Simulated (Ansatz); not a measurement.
# CH4AlFS: basis-set convergence

Aim: see how fast density functionals and correlated methods converge with the basis set for CH4AlFS.

Method: one geometry, several basis sets; program: Ansatz 0.2.0, Gaussian basis.

Levels to be run: PBE0-D4/def2-SVP; ωB97M-V/def2-SVP; PBE0-D4/def2-QZVPP; ωB97M-V/def2-QZVPP; CCSD(T)/cc-pV(D+d)Z; CCSD(T)/cc-pV(T+d)Z; CCSD(T)/cc-pV(Q+d)Z; the functionals' def2-TZVPP values are taken from earlier runs.

## (1) Structure used throughout

The geometry comes from an earlier relaxation with PBE0-D4/def2-TZVP; it is a stationary point, not always the lowest conformer.

SMILES `C[S][AlH][F]`, 8 atoms, charge 0, spin multiplicity 1.

Atoms are counted from 1 here; the program's logs count them from 0.

Bond lengths: C1–S2 1.825 Å, C1–H5 1.091 Å, C1–H6 1.089 Å, C1–H7 1.089 Å, S2–Al3 2.158 Å, Al3–F4 1.647 Å, Al3–H8 1.573 Å. Angles: S2–C1–H5 112.1°, S2–C1–H6 108.6°, S2–C1–H7 108.7°, H5–C1–H6 109.0°, H5–C1–H7 109.0°, H6–C1–H7 109.5°, C1–S2–Al3 99.4°, S2–Al3–F4 118.3°, S2–Al3–H8 121.8°, F4–Al3–H8 119.9°.

## (2) PBE0-D4 in def2-SVP

in.yaml reads:

```yaml
crystal:
  periodic: [false, false, false]
  atoms:
    - {symbol: C, position_ang: [-0.688456, 1.158512, -0.202888]}
    - {symbol: S, position_ang: [-1.138168, -0.498178, 0.415321]}
    - {symbol: Al, position_ang: [0.785445, -1.464629, 0.261975]}
    - {symbol: F, position_ang: [0.905840, -3.040806, 0.722624]}
    - {symbol: H, position_ang: [0.365838, 1.223393, -0.475160]}
    - {symbol: H, position_ang: [-1.294456, 1.378821, -1.080251]}
    - {symbol: H, position_ang: [-0.898406, 1.889898, 0.575899]}
    - {symbol: H, position_ang: [2.054563, -0.704010, -0.273319]}
basis:
  gaussian: {orbitals: def2-SVP}
hamiltonian: {xc: pbe0, dispersion: d4}
output: {orbitals: {seedname: orbitals}}
```

Run with:

```
> ansatz run in.yaml --threads 2 --pin off --events-out ev --progress --plain --max-ram 31744MiB --backend cpu
```

Further steps of the session: ωB97M-V in def2-SVP; PBE0-D4 in def2-QZVPP; ωB97M-V in def2-QZVPP; CCSD(T) in cc-pV(D+d)Z; CCSD(T) in cc-pV(T+d)Z; CCSD(T) in cc-pV(Q+d)Z.

Before running them: what should the planned runs give, taken together? Wanted: MP2 correlation recovered, cc-pV(D+d)Z; MP2 correlation recovered, cc-pV(T+d)Z; MP2 correlation recovered, cc-pV(Q+d)Z; difference of two CCSD(T) limits: def2 sets; PBE0-D4: double and triple zeta above quadruple; ωB97M-V: double and triple zeta above quadruple.

**Answer**, as computed:

| quantity | value |
| --- | --- |
| MP2 correlation recovered, cc-pV(D+d)Z | 67.9 % |
| MP2 correlation recovered, cc-pV(T+d)Z | 87.6 % |
| MP2 correlation recovered, cc-pV(Q+d)Z | 94.8 % |
| difference of two CCSD(T) limits: def2 sets (earlier runs) less this series | -63 meV |
| PBE0-D4: double and triple zeta above quadruple | 11.62, 0.77 eV |
| ωB97M-V: double and triple zeta above quadruple | 11.70, 0.73 eV |

What this shows: PBE0-D4 gains 10.85 eV from double to triple zeta, then 0.77 eV more. Correlation climbs from 68 % (cc-pV(D+d)Z) to 95 % (cc-pV(Q+d)Z) of the limit; Hartree-Fock is 0.156 eV from its own by then. A limit from the def2 sets, made apart, differs by 63 meV, a least measure of the doubt on such a limit. Total energies overstate the basis error of differences, where much of it tends to cancel. The LUMO of ωB97M-V is positive and keeps falling with the basis (1.04 to 0.48 eV): an unbound level that the basis holds in place.
